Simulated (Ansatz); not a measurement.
# AlClLiO radical (SMILES [Li][O][Al][Cl]): single points off equilibrium

An exercise on one series of results from a longer session: the logs are not shown, and one member is left open.

Program: Ansatz 0.2.0, Gaussian basis. Level of theory: single points in def2-TZVPP. These are calculated values, not measurements.

Correlated methods freeze the cores. The outer core shell of Li, Na, Mg and K is correlated. Orbitals are unrestricted.

### Where the work starts

SMILES `[Li][O][Al][Cl]`, 4 atoms, charge 0, spin multiplicity 2.

Atoms are counted from 1 here; the program's logs count them from 0.

Bond lengths: Li1–O2 1.627 Å, O2–Al3 1.612 Å, Al3–Cl4 2.096 Å. Angles: Li1–O2–Al3 172.7°, O2–Al3–Cl4 141.1°.

Geometry (Å):

```xyz
4

Li   -0.2942   -1.1574    2.1060
O     0.1342   -0.2207    0.8460
Al    0.3907    0.6347   -0.4961
Cl   -0.2564    0.7852   -2.4844
```

Set-up of the first run:

run/in.yaml

```yaml
crystal:
  periodic: [false, false, false]
  atoms:
    - {symbol: Li, position_ang: [-0.294200, -1.157400, 2.106000]}
    - {symbol: O, position_ang: [0.134200, -0.220700, 0.846000]}
    - {symbol: Al, position_ang: [0.390700, 0.634700, -0.496100]}
    - {symbol: Cl, position_ang: [-0.256400, 0.785200, -2.484400]}
basis:
  gaussian: {orbitals: def2-TZVPP}
magnetization: {spin_polarized: true, initial_magnetization: 1}
correlation: {method: ccsd_t}
scf: {omitted_lower_state_checks: [cluster_reference]}
output: {forces: true}
```

The command line of these runs was not kept.

Among the steps run: CCSD(T)/def2-TZVPP; PBE0-D4/def2-TZVPP; wB97M-V/def2-TZVPP; r2SCAN-D4/def2-TZVPP; PBE-D4/def2-TZVPP; SPW92/def2-TZVPP; BLYP-D4/def2-TZVPP.

One table of the session follows, with a row left open; its other results are not shown here.

```
   method  RMS force component (eV/Å)  angle to CCSD(T) forces (°)  dipole (D)
  CCSD(T)                       0.757                    reference        8.24
  PBE0-D4                       0.689                          5.4        8.07
  wB97M-V                       0.706                          4.0        7.94
r2SCAN-D4                           ?                            ?           ?
   PBE-D4                       0.836                          7.3        7.79
    SPW92                       0.650                          9.0        7.79
  BLYP-D4                       0.881                          8.0        7.59
```

Q: Estimate the row for r2SCAN-D4 from the others.

As computed: RMS force component (eV/Å): 0.717; angle to CCSD(T) forces (°): 1.4; dipole (D): 8.17. In the column «RMS force component (eV/Å)» it lies between wB97M-V (0.706) and CCSD(T) (0.757).
